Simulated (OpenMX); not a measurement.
Runs of OpenMX 3.8.5 on HPbNO4. The typed cell holds 7 atoms: a = 3.858 Å, b = 5.535 Å, c = 6.055 Å, α = 106.62°, β = 93.97°, γ = 90.45°. The cell was built by a generator and needn't be a form met in nature.

```tsv
potentials or basis	spin	k mesh	SCF threshold	gap on the mesh (eV)	pressure (GPa)	moment (μB)	largest force (eV/Å)
OpenMX 2013 PBE set, H6.0-s2p1, Pb8.0-s3p2d2f1, N6.0-s2p2d1, O6.0-s2p2d1, grid cutoff 500 Ry	off	5 × 5 × 5	1e-08 Ha	3.27	1.8	-	1.20
OpenMX 2013 PBE set, H6.0-s2p1, Pb8.0-s3p2d2f1, N6.0-s2p2d1, O6.0-s2p2d1, grid cutoff 500 Ry	non-collinear, zero start, SOC	5 × 3 × 3	1e-07 Ha	(b)	-	0.00	1.20
OpenMX 2013 PBE set, H6.0-s2p1, Pb8.0-s3p2d2f1, N6.0-s2p2d1, O6.0-s2p2d1, grid cutoff 500 Ry	non-collinear, zero start, SOC	5 × 5 × 5	1e-07 Ha	3.18	-	0.00	1.20
OpenMX 2013 PBE set, H6.0-s2p1, Pb8.0-s3p2d2f1, N6.0-s2p2d1, O6.0-s2p2d1, grid cutoff 500 Ry	off	7 × 5 × 5	1e-08 Ha	3.27	1.8	-	1.20
OpenMX 2013 PBE set, H5.0-s2, Pb8.0-s3p2d2, N6.0-s2p2, O6.0-s2p2, grid cutoff 500 Ry	off	5 × 5 × 5	1e-08 Ha	2.88	9.5	-	(a)
```

Alike in all rows: task band structure; level PBE; cell as given; smearing fermi-dirac 0.05 eV.

Question: Fill in the values left out.

Answer: (a) 5.60; (b) 3.24.

Caveats: the basis of atomic orbitals isn't converged, which shifts pressures, moduli and gaps; forces of over 1 eV/Å show positions far from the minimum, so gaps and moduli don't describe the material at rest; spin-orbit coupling is left out, which as a rule narrows the gap of such compounds by several tenths of an eV (some runs); total energies with and without spin-orbit coupling shouldn't be compared in this program (some runs).

A k mesh can miss the band edges, and rows without SOC leave out spin-orbit coupling on Pb.
